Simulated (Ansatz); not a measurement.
**GaGe (quartet): the correlation ladder at distance Ge1–Ga2 = 4.523 Å, cc-pVDZ**

The task here is to estimate one member of a computed series from the others.

Method: cc-pVDZ, core rule «outside noble gas», up to 28 orbitals frozen; program: Ansatz 0.2.0, Gaussian basis.

Plan: UHF; CCSD(T) on ROHF; CCSD(T) on UHF; BCCD(T) on ROHF; CISD as a restricted active space (open shells left free, so some higher excitations enter); CCSDT(Q) on ROHF; CCSDT(Q) on UHF; CASSCF and MRCISD+Q, 5 electrons in 5 orbitals; CASSCF and NEVPT2, 5 electrons in 5 orbitals; CASSCF and MRCISD+Q, 7 electrons in 8 orbitals; CASSCF and MRCISD+Q(relaxed), 7 electrons in 8 orbitals; CASSCF and NEVPT2, 7 electrons in 8 orbitals; Full CI.

22 further runs of the same task are left out: 3 for a known fault of the program, 13 that didn't finish, 6 set aside as unsound or not needed. Runs told in other sessions of the task aren't counted.

**The system**

The geometry derives from a PBE0/def2-TZVP stationary point (not a proven minimum). One bond is set to the value named and the two fragments are kept rigid. No spin-orbit coupling is included. The filled d shell of Ge, Ga may be among the frozen orbitals whatever the setting's name suggests.

2 atoms, charge 0, spin multiplicity 4.

Atoms are counted from 1 here; the program's logs count them from 0.

No contacts short enough for the rule that draws bonds.

Set-up of the first run:

File in.yaml:

```yaml
crystal:
  periodic: [false, false, false]
  atoms:
    - {symbol: Ge, position_ang: [0.000000, 0.000000, 0.000000]}
    - {symbol: Ga, position_ang: [0.000000, 0.000000, 4.523000]}
basis:
  gaussian: {orbitals: cc-pVDZ}
magnetization: {spin_polarized: true, initial_magnetization: 3}
hamiltonian: {xc: hf}
output: {orbitals: {seedname: orbitals}}
```

Started as:

```sh
$ ansatz run in.yaml --threads 1 --pin off --events-out ev --progress --plain --max-ram 2393MiB
```

Steps of the session up to this table: UHF; CCSD(T) on ROHF; CCSD(T) on UHF; BCCD(T) on ROHF; CISD as a restricted active space (open shells left free, so some higher excitations enter); CCSDT(Q) on ROHF; CCSDT(Q) on UHF; CASSCF and MRCISD+Q, 5 electrons in 5 orbitals; CASSCF and NEVPT2, 5 electrons in 5 orbitals; CASSCF and MRCISD+Q, 7 electrons in 8 orbitals; CASSCF and MRCISD+Q(relaxed), 7 electrons in 8 orbitals; CASSCF and NEVPT2, 7 electrons in 8 orbitals; Full CI.

One of the session's tables, all rows but one given; the rest of the session is left out.

It belongs to the step «Misses and costs». 

```
   method  from FCI (meV)
     ROHF         +3028.8
      UHF         +2871.1
     RMP2          +945.3
     UMP2          +938.5
     CISD          +271.4
    RCCSD          +123.0
    UCCSD          +107.9
 RCCSD(T)           +74.4
 UCCSD(T)           +63.9
  BCCD(T)           +75.2
   RCCSDT           +19.5
   UCCSDT           +12.1
RCCSDT(Q)            +3.3
UCCSDT(Q)               ?
      FCI               0
```

Q: Estimate the row for UCCSDT(Q) from the others.

**Answer.** from FCI (meV): -3.0. In the column «from FCI (meV)» it is the lowest.

Left out of the table: CASSCF pair, NEVPT2 pair, MRCISD pair, MRCISD+Q pair, CASSCF valence, NEVPT2 valence, MRCISD valence, MRCISD+Q valence (the active space lost an orbital or holds another state than full CI finds).

Caveats from the session: Left out of the table: MRCISD+Q(relaxed) valence (another determinant or state than the rows shown). UCCSDT(Q) falls below full CI: unrestricted runs freeze a spin-polarised core, another one than full CI's, and coupled cluster isn't variational. Levels on UHF freeze UHF's core orbitals, full CI those of ROHF, so the U rows can settle a little off it for that reason alone. Restricted and unrestricted rows rest on different reference determinants; a gap between their highest levels can come from leftover correlation error, from unlike frozen cores or from another state. Warnings in the runs' records: passed over end.
